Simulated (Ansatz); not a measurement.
# In2O3: the cost of one run

Method: DFT PBE, scalar-relativistic, plane waves, PAW, in Ansatz 0.2.0.

### Step 1. The system as given

The cell holds 20 atoms (In8O12): a = 6.549 Å, b = 6.526 Å, c = 6.366 Å, α = 90.85°, β = 90.48°, γ = 88.94°.

8 In, 12 O were thrown into a skewed cell at random, at 1.00 times a reference volume of the solid, and pushed apart as soft spheres.

Its coordinates follow in the input file.

### Step 2. Dynamics at 3000 K

The cutoff is lowered while the worst contacts of the packing are taken out. One k point, a Fermi-Dirac width of 0.259 eV and a fixed cell.

File input.yaml:

```yaml
crystal:
  lattice:
    - [6.549156, 0.060271, -0.026546]
    - [0.060271, 6.525321, -0.047852]
    - [-0.026546, -0.047852, 6.365751]
  atoms:
    - { symbol: In, position: [0.0490226137, 0.6805827328, 0.2467223316] }
    - { symbol: In, position: [0.6975253754, 0.5084078493, 0.0316356827] }
    - { symbol: In, position: [0.275901155, 0.9736786772, 0.6485927339] }
    - { symbol: In, position: [0.3024498873, 0.3804577799, 0.7289922369] }
    - { symbol: In, position: [0.3996232827, 0.2789949669, 0.1997950958] }
    - { symbol: In, position: [0.759940795, 0.1982652147, 0.4373374485] }
    - { symbol: In, position: [0.650280023, 0.6333387333, 0.4675733468] }
    - { symbol: In, position: [0.9179973923, 0.0831898509, 0.9279079565] }
    - { symbol: O, position: [0.4681050434, 0.1485129466, 0.4911825812] }
    - { symbol: O, position: [0.4359448241, 0.7205333141, 0.9132927511] }
    - { symbol: O, position: [0.3926485145, 0.6565023863, 0.2993687402] }
    - { symbol: O, position: [0.8677783691, 0.7695440742, 0.0136455383] }
    - { symbol: O, position: [0.6517751153, 0.0733660663, 0.1471259833] }
    - { symbol: O, position: [0.0816814187, 0.7371136257, 0.7001890232] }
    - { symbol: O, position: [0.9333142764, 0.3036001145, 0.1593619003] }
    - { symbol: O, position: [0.6781469795, 0.8891706647, 0.6975109294] }
    - { symbol: O, position: [0.7767633541, 0.5138204464, 0.7219363687] }
    - { symbol: O, position: [0.0104744146, 0.9895756857, 0.4237445064] }
    - { symbol: O, position: [0.2056420509, 0.0626342885, 0.0415490224] }
    - { symbol: O, position: [0.1661912367, 0.3590593296, 0.4474084446] }
  symmetry: { detect: false }
basis:
  ecutwfc: 320
  xc_grid: 1
kpoints:
  mp_grid: { grid: [1, 1, 1], shift: [0.0, 0.0, 0.0] }
hamiltonian:
  xc: pbe
scf:
  occupations: { method: fermi_dirac, width: 0.2585 }
  lower_state_search: "off"
  convergence: { dr2_threshold: 1.0e-05 }
output:
  forces: true
  stress: true
md:
  timestep: 2.0
  n_steps: 24
  ensemble: nvt_langevin
  friction: 0.03
  temperature: 3000.0
  initial_velocities: maxwell_boltzmann
  seed: 95310
```

Started as:

```sh
$ ansatz run input.yaml --threads 2 --pin off --max-ram 5120MiB --backend cpu --events-out ev --progress --plain --runs-dir out
```

Q: Estimate wall time and peak memory on 2 threads of Arm Neoverse V2, shared host.

About 21 s, with a peak of 0.35 GiB.
